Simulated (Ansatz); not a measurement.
Predict the output of the script below (Ansatz 0.2.0 through its Python package).

`md_ch4f2si.py`:
```python
# -*- coding: utf-8 -*-
import ansatz
import numpy as np

system = (
    ansatz.Crystal.molecule()
    .atom("F", (-0.6883, 1.5708, -0.6662))
    .atom("C", (-0.2376, 0.8613, 0.3422))
    .atom("Si", (0.2119, -0.8043, -0.2791))
    .atom("F", (-0.9926, -1.631, -0.6667))
    .atom("H", (-0.9985, 0.804, 1.1035))
    .atom("H", (0.6245, 1.4214, 0.7487))
    .atom("H", (0.9799, -1.556, 0.8091))
    .atom("H", (1.1928, -0.7233, -1.4473))
)

model = system.calculation().basis(gaussian="6-31G*").functional("b3lyp")
symbols = [site.symbol for site in system.cartesian_sites]
start = np.array([site.position_ang for site in system.cartesian_sites], dtype=float)
r = model.relax(force_tolerance=0.02, max_steps=100).run().report
end = np.array(r["positions_ang"])
minimum = ansatz.Crystal.molecule()
for symbol, place in zip(symbols, end):
    minimum = minimum.atom(symbol, place.tolist())

model = (
    minimum.calculation()
    .basis(gaussian="6-31G*")
    .functional("b3lyp")
    .md("nve", timestep=0.5, steps=20, temperature=500, initial_velocities="maxwell_boltzmann", seed=67)
)
frames = []
res = model.session().plan().execute(on_event=lambda e: frames.append(e["data"]) if e["event"] == "md_step" else None)
print("t (fs)   E_pot (eV)      E_kin (eV)   T (K)   d(0-1) (A)")
for f in frames[::3]:
    xyz = np.array(f["positions_ang"])
    print(f"{f['time_fs']:6.2f} {f['lagrangian_ev']:14.5f} {f['e_kin_ev']:10.5f} {f['temperature_k']:8.1f} {np.linalg.norm(xyz[0] - xyz[1]):9.4f}")
kept = np.array([f["conserved_ev"] for f in frames])
print(f"conserved energy moves by at most {1000 * np.ptp(kept):.3f} meV")
symbols = [site.symbol for site in system.cartesian_sites]
with open("last_frame.xyz", "w") as handle:
    handle.write(f"{len(symbols)}\nt = {frames[-1]['time_fs']} fs\n")
    handle.writelines("{:2s} {:10.5f} {:10.5f} {:10.5f}\n".format(s, *xyz) for s, xyz in zip(symbols, frames[-1]["positions_ang"]))
```

`python md_ch4f2si.py` gives:
```text
t (fs)   E_pot (eV)      E_kin (eV)   T (K)   d(0-1) (A)
  0.00   -14414.51712    0.38778    500.0    1.4001
  1.50   -14414.45402    0.32543    419.6    1.3929
  3.00   -14414.35019    0.22238    286.7    1.3871
  4.50   -14414.30506    0.17695    228.2    1.3835
  6.00   -14414.28444    0.15566    200.7    1.3824
  7.50   -14414.21981    0.09179    118.4    1.3830
  9.00   -14414.20523    0.07779    100.3    1.3845
conserved energy moves by at most 1.999 meV
```

`last_frame.xyz`, as written:
```text
8
t = 10.0 fs
F    -0.71533    1.63269   -0.71668
C    -0.20270    0.90541    0.34547
Si    0.28440   -0.85426   -0.28001
F    -1.02890   -1.67011   -0.66972
H    -1.07555    0.77438    0.95660
H     0.51862    1.43173    0.93261
H     1.05132   -1.54665    0.77175
H     1.30337   -0.91181   -1.40167
```

What to keep in mind:
- Total energies depend on the basis set; only differences at equal settings carry meaning.
- The trajectory is only some femtoseconds long, so its temperature is not equilibrated; where the script doesn't relax first, it starts from a rough generated geometry.
- b3lyp holds the VWN-RPA fit, as in Gaussian; the form of ORCA and Turbomole is b3lyp5.
- The temperature counts the internal degrees of freedom alone.
- Hardware and time: 76 s on 1 thread of Arm Neoverse V1 (shared host), peak memory 0.21 GiB.
